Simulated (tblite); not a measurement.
# C4H9FSeSi: the cost of one run

The runs use tblite 0.8.0 and PySCF 2.14.0, with density-fitted response routines of our own; the level of theory stands in each step. All values are computed, except where a source is named. Atoms count from 0, in the outputs and in this text.

## (1) The molecule as given

16 atoms, charge 0, multiplicity 1; geometry from: force field or distance geometry start.

Bonds of the start (Å): C0–C1 1.30, C1–C2 1.48, C2–Se3 1.92, C2–C4 1.52, C4–Si5 1.87, Si5–F6 1.68, C0–H7 1.08, C0–H8 1.09, C1–H9 1.10, C2–H10 1.12, Se3–H11 1.55, C4–H12 1.12, C4–H13 1.10, Si5–H14 1.48, Si5–H15 1.48.

## (2) Optimising the geometry with GFN2-xTB

The job: settings as JSON, then the geometry in Å.

```
{"job": {"kind": "relax", "xc": "GFN2-xTB", "basis": "xTB"}, "charge": 0, "multiplicity": 1}
C     -1.608900     1.365200     0.510900
C     -0.875200     0.299300     0.563600
C     -0.407400    -0.362400    -0.679300
Se    -1.701200    -1.550400    -1.454200
C      0.913600    -1.022900    -0.330300
Si     2.036700     0.366300     0.213300
F      2.939200    -0.119300     1.550400
H     -1.948800     1.856200    -0.393000
H     -1.928000     1.819400     1.450100
H     -0.553800    -0.165600     1.508200
H     -0.199200     0.430900    -1.447200
H     -2.832900    -1.941000    -0.472800
H      0.707300    -1.738300     0.507000
H      1.360500    -1.537100    -1.198700
H      1.174400     1.517900     0.553300
H      2.916000     0.790900    -0.892700
```

The run is started by

```bash
> OMP_NUM_THREADS=1 python probes_run.py task.json out
```

One launch serves the whole session: the jobs run in the order shown.

Q: Estimate the wall time of this first job on 1 thread of Arm Neoverse N1, shared host.

About 1.8 s.
